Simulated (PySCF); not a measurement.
# Cl3GeH3OSi: the cost of one run

Computed with PySCF 2.14.0; each step states its level. No surroundings beyond the atoms listed, unless a continuum is named. Atoms count from 0, parts from 1.

## 1. Starting point

Each species was relaxed by itself at PBE0-D3(BJ)/def2-SVP.

## 2. Reaction energy: wB97M-D3(BJ)/def2-TZVP

The job: settings as JSON, then the geometry in Å.

```
{"job": {"kind": "react", "xc": "wB97M-D3(BJ)", "basis": "def2-TZVP"}, "charge": 0, "multiplicity": 1}
-1 H4OSi charge 0 multiplicity 1
Si    -0.371420     0.011250    -0.077390
O      1.038640    -0.399610     0.707090
H     -0.363560    -0.426050    -1.509660
H     -1.468650    -0.684530     0.646670
H     -0.615520     1.488500    -0.052650
H      1.854160    -0.029280     0.358620

-1 Cl4Ge charge 0 multiplicity 1
Cl     1.470110    -1.530070    -0.120550
Ge     0.000820    -0.000100     0.001080
Cl     0.903530     1.798180     0.683570
Cl    -0.847420     0.317600    -1.920670
Cl    -1.526960    -0.585840     1.356720

+1 Cl3GeH3OSi charge 0 multiplicity 1
Si     1.608560    -0.188040    -0.316770
O      0.238090    -0.163880     0.651260
Ge    -1.453640     0.142960     0.423890
Cl    -1.736160     2.110920    -0.339790
Cl    -2.260600    -1.253950    -0.966340
Cl    -2.414210    -0.060020     2.303100
H      1.703600     1.084790    -1.089370
H      1.540550    -1.339770    -1.261730
H      2.773910    -0.332790     0.595500

+1 ClH charge 0 multiplicity 1
Cl     0.642960     0.000290     0.003510
H     -0.642070     0.001110    -0.003010
```

Level: wB97M-D3(BJ)/def2-TZVP reaction energy of separated species, gas phase.

Run with:

```
$ OMP_NUM_THREADS=1 python cluster_run.py task.json out
```

The driver reads the jobs from task.json and runs them one after another.

**Question.** How long does this first job take on 1 thread of Arm Neoverse N1, shared host, and how much memory does it need?

About 78 s, with a peak of 0.84 GiB.
